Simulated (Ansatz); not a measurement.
**BHOZn: one species, many methods**

Aim: compute BHOZn with functionals from several rungs and with coupled cluster, and see how far each lands from CCSD(T) at the basis-set limit for the atomisation energy.

Program: Ansatz 0.2.0, Gaussian basis. Level of theory: functionals in def2-TZVPP, the program's frozen cores in correlated methods. These are calculated values, not measurements.

The runs, in order: LDA (SPW92), PBE-D4, revPBE-D4, BLYP-D4, r2SCAN-D4, B97M-V, PBE0-D4, B3LYP-D4, r2SCANh-D4, r2SCAN0-D4, HSE06-D4, BHLYP-D4, CAM-B3LYP-D4, LC-ωPBE, ωB97X-V, ωB97M-V, B2PLYP, PBE-QIDH; CCSD(T)/def2-SVP; CCSD(T)/def2-TZVPP; MP2/def2-QZVPP; extrapolation to the limit; RPA on PBE.

### Step 1. The geometry

The geometry comes from an earlier relaxation with PBE0-D4 in a triple-zeta def2 set; it is a stationary point.

4 atoms, charge 0, spin multiplicity 1.

Atoms are counted from 1 here; the program's logs count them from 0.

Bond lengths: B1–O2 1.199 Å, B1–H4 1.173 Å. Angles: O2–B1–H4 178.5°.

### Step 2. LDA

This LDA is Slater exchange with PW92 correlation.

Input file in.yaml:

```yaml
crystal:
  periodic: [false, false, false]
  atoms:
    - {symbol: B, position_ang: [0.446561, 0.324591, 0.685690]}
    - {symbol: O, position_ang: [0.126067, 1.435788, 0.368788]}
    - {symbol: Zn, position_ang: [-1.291867, -1.069698, -2.093877]}
    - {symbol: H, position_ang: [0.774740, -0.750881, 1.019098]}
basis:
  gaussian: {orbitals: def2-TZVPP}
hamiltonian: {xc: lda}
output: {orbitals: {seedname: orbitals}}
```

Launch:

```sh
ansatz run in.yaml --threads 2 --pin off --events-out ev --progress --plain --max-ram 4352MiB
```

Further steps of the session: PBE-D4 (GGA); revPBE-D4 (GGA); BLYP-D4 (GGA); r2SCAN-D4 (meta-GGA); B97M-V (meta-GGA); B3LYP-D4 (hybrid); r2SCANh-D4 (hybrid); r2SCAN0-D4 (hybrid); HSE06-D4 (hybrid); BHLYP-D4 (hybrid); CAM-B3LYP-D4 (range-separated); LC-ωPBE (range-separated); ωB97X-V (range-separated); ωB97M-V (range-separated); B2PLYP (double hybrid); PBE-QIDH (double hybrid); CCSD(T) in def2-SVP; CCSD(T) in def2-TZVPP; MP2 in def2-QZVPP; RPA on PBE orbitals.

Q: Predict the results of all the runs planned. Wanted: atomisation energy, CCSD(T)/CBS; farthest beyond LDA; mean size of error, GGA; mean size of error, meta-GGA; mean size of error, hybrid; mean size of error, range-separated; mean size of error, double hybrid; gap, smallest and largest; T1 diagnostic.

**Answer**, as computed:

```
                               quantity                                                            value
        atomisation energy, CCSD(T)/CBS                                                        13.462 eV
    functionals within 0.067 eV (0.5 %)  B97M-V, PBE0-D4, r2SCANh-D4, HSE06-D4, LC-ωPBE, ωB97X-V, B2PLYP
                    farthest beyond LDA                                             BHLYP-D4 (-0.553 eV)
                mean size of error, GGA                                                         0.305 eV
           mean size of error, meta-GGA                                                         0.095 eV
             mean size of error, hybrid                                                         0.181 eV
    mean size of error, range-separated                                                         0.078 eV
      mean size of error, double hybrid                                                         0.091 eV
              gap, smallest and largest                              4.28 eV (PBE-D4), 9.94 eV (LC-ωPBE)
                          T1 diagnostic                                                           0.0184
triples share of the correlation energy                                                            3.5 %
```

In words: LDA overbinds by 2.041 eV (15 %). PBE-D4 misses by +0.486 eV. Double hybrids carry the basis error of their MP2 part in triple zeta, and no dispersion term here, so their miss is partly the set-up's. By mean error the best rung here is range-separated (0.078 eV) and the worst beyond LDA is GGA (0.305 eV). The gap between the best rungs is small, so their order is not settled. Misses under about 0.067 eV are within the doubt on the reference itself, which lacks core-valence correlation, relativity and higher excitations. Hartree-Fock recovers 72 % of the binding; the rest is correlation. CCSD(T) in def2-SVP is off by -0.470 eV, so the small basis spoils what the method gains. The gap grows from 4.3 to 9.9 eV across the functionals, mostly with the share of exact exchange. For Zn the d shell is correlated and the shells below it are frozen.
